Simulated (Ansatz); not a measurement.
**C2H7FO2Sn: one species, many methods**

The task here is to estimate one member of a computed series from the others.

Computed with Ansatz 0.2.0, Gaussian basis. Level: functionals in def2-TZVPP, the program's frozen cores in correlated methods.

The runs, in order: PBE-D4, r2SCAN-D4, PBE0-D4, B3LYP-D4, ωB97X-V, ωB97M-V, B2PLYP; CCSD(T)/def2-TZVPP; MP2/def2-QZVPP; extrapolation to the limit.

### The relaxed structure

An earlier PBE0-D4 in a triple-zeta def2 set relaxation fixed the geometry. Sn takes the def2 core potential; no spin-orbit term is included.

SMILES `C[O][SnH]([F])[O]C`, 13 atoms, charge 0, spin multiplicity 1.

Atoms are counted from 1 here; the program's logs count them from 0.

Bond lengths: C1–O2 1.413 Å, C1–H7 1.097 Å, C1–H8 1.095 Å, C1–H9 1.093 Å, O2–Sn3 1.942 Å, Sn3–F4 1.920 Å, Sn3–O5 1.933 Å, Sn3–H10 1.690 Å, O5–C6 1.415 Å, C6–H11 1.096 Å, C6–H12 1.095 Å, C6–H13 1.093 Å. Angles: O2–C1–H7 111.9°, O2–C1–H8 112.5°, O2–C1–H9 107.6°, H7–C1–H8 108.4°, H7–C1–H9 108.0°, H8–C1–H9 108.3°, C1–O2–Sn3 121.8°, O2–Sn3–F4 103.5°, O2–Sn3–O5 106.0°, O2–Sn3–H10 118.1°, F4–Sn3–O5 108.4°, F4–Sn3–H10 109.4°, O5–Sn3–H10 110.9°, Sn3–O5–C6 120.8°, O5–C6–H11 111.6°, O5–C6–H12 112.2°, O5–C6–H13 107.5°, H11–C6–H12 108.6° and more.

Set-up of the first run:

Contents of in.yaml:

```yaml
crystal:
  periodic: [false, false, false]
  atoms:
    - {symbol: C, position_ang: [0.584538, -1.400204, -1.790265]}
    - {symbol: O, position_ang: [0.706677, -0.981712, -0.446634]}
    - {symbol: Sn, position_ang: [0.882441, 0.892476, 0.029894]}
    - {symbol: F, position_ang: [-0.175945, 1.792970, -1.295590]}
    - {symbol: O, position_ang: [0.010230, 1.090291, 1.743266]}
    - {symbol: C, position_ang: [-1.264441, 0.521875, 1.976266]}
    - {symbol: H, position_ang: [1.537178, -1.326448, -2.329398]}
    - {symbol: H, position_ang: [-0.169142, -0.827215, -2.340316]}
    - {symbol: H, position_ang: [0.281023, -2.450216, -1.783751]}
    - {symbol: H, position_ang: [2.432666, 1.563570, 0.061046]}
    - {symbol: H, position_ang: [-2.048885, 1.047759, 1.420928]}
    - {symbol: H, position_ang: [-1.299405, -0.540164, 1.710776]}
    - {symbol: H, position_ang: [-1.476935, 0.617018, 3.043770]}
basis:
  gaussian: {orbitals: def2-TZVPP}
hamiltonian: {xc: pbe, dispersion: d4}
output: {forces: true, orbitals: {seedname: orbitals}}
```

Run with:

```console
ansatz run in.yaml --threads 2 --pin off --events-out ev --progress --plain --max-ram 32768MiB --backend cuda --devices 0, --max-vram 18GiB
```

Among the steps run: PBE-D4 (GGA); r2SCAN-D4 (meta-GGA); PBE0-D4 (hybrid); B3LYP-D4 (hybrid); ωB97X-V (range-separated); ωB97M-V (range-separated); B2PLYP (double hybrid); CCSD(T) in def2-TZVPP; MP2 in def2-QZVPP.

One table of the session follows, with a row left open; its other results are not shown here.

| method | atoms, summed (eV) | atomisation energy (kJ/mol) |
| --- | --- | --- |
| PBE-D4 | -14776.519 | 4734.1 |
| r2SCAN-D4 | -14785.057 | 4647.2 |
| PBE0-D4 | -14778.234 | 4611.2 |
| B3LYP-D4 | -14790.047 | 4624.7 |
| ωB97X-V | -14783.733 | 4663.1 |
| ωB97M-V | -14782.789 | 4643.6 |
| B2PLYP | -14776.117 | 4586.0 |
| HF/def2-TZVPP | -14728.614 | 3241.7 |
| MP2/def2-TZVPP | -14752.505 | 4613.7 |
| CCSD/def2-TZVPP | -14754.764 | 4453.4 |
| CCSD(T)/def2-TZVPP | ? | ? |
| MP2/CBS | -14765.819 | 4759.6 |
| CCSD(T)/CBS | -14768.600 | 4678.4 |

Q: Estimate the row for CCSD(T)/def2-TZVPP from the others.

The run gave: atoms, summed (eV): -14755.286; atomisation energy (kJ/mol): 4532.5. In the column «atoms, summed (eV)» it lies between MP2/CBS (-14765.819) and CCSD/def2-TZVPP (-14754.764).

Caveats from the session: Free atoms (2 C, 2 O, 1 Sn, 1 F, 7 H) were run apart at each level; the atomisation energy is their sum less the molecule, without zero-point or spin-orbit terms.
